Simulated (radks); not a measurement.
# The Coulomb parameter U of the 3d shell of Co⁺

The task here is to estimate one member of a computed series from the others.

Program: radks (a radial shooting solver on a logarithmic mesh, Libxc functionals) version 1. Level of theory: scalar-relativistic Kohn-Sham, PBE, spin-unpolarised, spherical densities, point nucleus. These are calculated values, not measurements, unless marked.

### What is computed

* element: cobalt (Z = 27)
* charge: +1
* electrons: 26
* configuration: [Ar] 3d7 4s1

Outer shells as boxes (Hund's rule):

Co⁺
```
[Ar] core
3d [↑↓][↑↓][↑ ][↑ ][↑ ]
4s [↑ ]
```

Set-up of the first run:

The run's settings:

```text
Z 27
configuration [Ar] 3d7 4s1
relativity scalar-relativistic
functional pbe,pbe
spin unpolarised
nucleus point
c 137.035999084
```

Among the steps run: Start: [Ar] 3d7 4s1.

One table of the session follows, with a row left open; its other results are not shown here.

Radial moments (bohr):

| level | <r> | outermost maximum (interpolated) | 90 % within | nodes |
| --- | --- | --- | --- | --- |
| 1s | 0.05619 | 0.0368 | 0.100 | 0 |
| 2s | ? | ? | ? | ? |
| 2p | 0.2250 | 0.172 | 0.368 | 0 |
| 3s | 0.7740 | 0.669 | 1.16 | 2 |
| 3p | 0.8165 | 0.679 | 1.26 | 1 |
| 3d | 1.047 | 0.669 | 1.83 | 0 |
| 4s | 2.623 | 2.20 | 3.93 | 3 |

Estimate the missing values for 2s.

**Answer.** <r>: 0.2555; outermost maximum (interpolated): 0.213; 90 % within: 0.396; nodes: 1. In the column «<r>» it lies between 2p (0.2250) and 3s (0.7740).
